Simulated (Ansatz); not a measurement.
Predict the output of the script below (Ansatz's Python interface).

The script, `fdcheck_rb.py`:
```python
# -*- coding: utf-8 -*-
"""Forces and pressure of Rb against finite differences of the energy with displaced atoms."""

import ansatz
import numpy as np

VECTORS = np.array([
    [-2.81057, 2.79503, 2.80737],
    [2.81389, -2.82199, 2.83765],
    [2.79062, 2.80204, -2.83433],
])
SITES = [
    ("Rb", [0.0, 0.0, 0.0]),
]


def crystal_on(cell):
    crystal = ansatz.Crystal(lattice=ansatz.Lattice.of(cell))
    for symbol, position in SITES:
        crystal = crystal.atom(symbol, position)
    return crystal


def main():
    def solve(crystal):
        return (
            crystal.calculation()
            .occupations(ansatz.OccupationsMethod.FERMI_DIRAC)
            .basis(540, xc_grid=2)
            .kpoints(5, 5, 5)
            .scf(tolerance=1e-09)
            .forces()
            .stress()
            .run(threads=1)
        ).report


    centre = solve(crystal_on(VECTORS))
    start = crystal_on(VECTORS)
    # move one atom both ways along a Cartesian axis
    # P = -dF/dV; the difference feels the change of the plane-wave count with the cell
    volume = abs(np.linalg.det(VECTORS))
    larger, smaller = (solve(crystal_on(VECTORS * (1 + sign * 0.005) ** (1 / 3)))["lagrangian_ev"] for sign in (1, -1))
    numerical = -(larger - smaller) / (0.01 * volume) * 160.21766
    print(f"pressure: analytic {np.trace(centre['stress_gpa']) / 3:.3f}, numerical {numerical:.3f} GPa")


if __name__ == "__main__":
    main()
```

`python fdcheck_rb.py` gives:
```text
DeckWarning: output.stress: scf.convergence.dr2_threshold = 1e-9 eV is looser than the 1e-10 eV advised for a printed stress (1e-10 eV for each atom of the cell: 1). What an SCF threshold leaves in a stress goes as its square root, and in the free energy as [...]
pressure: analytic 0.073, numerical 0.073 GPa
```
(Warnings from the package without file and line, shortened.)

Notes:
- For a metal this k-point mesh is coarse: on a finer one energies can move by several to tens of meV an atom and pressures by half a GPa or more, differences at one mesh by less.
- Of the deposited cell: the entry's cell lengths or inner coordinates differ somewhat from later room-temperature determinations.
- Pressure is positive in compression.
- No functional is typed, so the default, PBE, holds.
- The cell is a database structure, distorted on purpose.
- The central difference errs as the square of the step, so the shorter step is the fairer test; what remains comes from the finite grid and the SCF threshold.
- Wall time of the script: 9.2 s on 1 thread of Arm Neoverse V2, on a shared host, peak memory 0.45 GiB.
